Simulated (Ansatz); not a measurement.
# ZrO (triplet): the correlation ladder, def2-QZVPP

An exercise on one series of results from a longer session: the logs are not shown, and one member is left open.

Method: def2-QZVPP, core rule «outside noble gas», up to 5 orbitals frozen; program: Ansatz 0.2.0, Gaussian basis.

The runs, in order: UHF; ROHF; CCSD(T) on UHF.

2 further runs of the same task are left out: 2 set aside as unsound or not needed.

### The geometry

The geometry is a PBE0/def2-TZVP stationary point (not a proven minimum) of the parent state, kept for this charge and spin. No spin-orbit coupling is included. Elements past krypton take def2 core potentials.

2 atoms, charge 0, spin multiplicity 3.

Atoms are counted from 1 here; the program's logs count them from 0.

Bond lengths: Zr1–O2 1.704 Å.

The first run:

in.yaml reads:

```yaml
crystal:
  periodic: [false, false, false]
  atoms:
    - {symbol: Zr, position_ang: [0.000000, 0.000000, 0.000000]}
    - {symbol: O, position_ang: [0.000000, 0.000000, 1.703661]}
basis:
  gaussian: {orbitals: "def2-QZVPP.json"}
magnetization: {spin_polarized: true, initial_magnetization: 2}
hamiltonian: {xc: hf}
output: {orbitals: {seedname: orbitals}}
```

Command:

```sh
> ansatz run in.yaml --threads 1 --pin off --events-out ev --progress --plain --max-ram 4096MiB --backend cpu
```

Steps of the session up to this table: UHF; ROHF; CCSD(T) on UHF.

One of the session's tables, all rows but one given; the rest of the session is left out.

| method | from UCCSD(T) (kcal/mol) |
| --- | --- |
| ROHF | +224.87 |
| UHF | ? |
| UMP2 | +1.55 |
| UCCSD | +13.54 |
| UCCSD(T) | 0 |

Q: Estimate the row for UHF from the others.

The run gave: from UCCSD(T) (kcal/mol): +222.23. In the column «from UCCSD(T) (kcal/mol)» it lies between UCCSD (+13.54) and ROHF (+224.87).
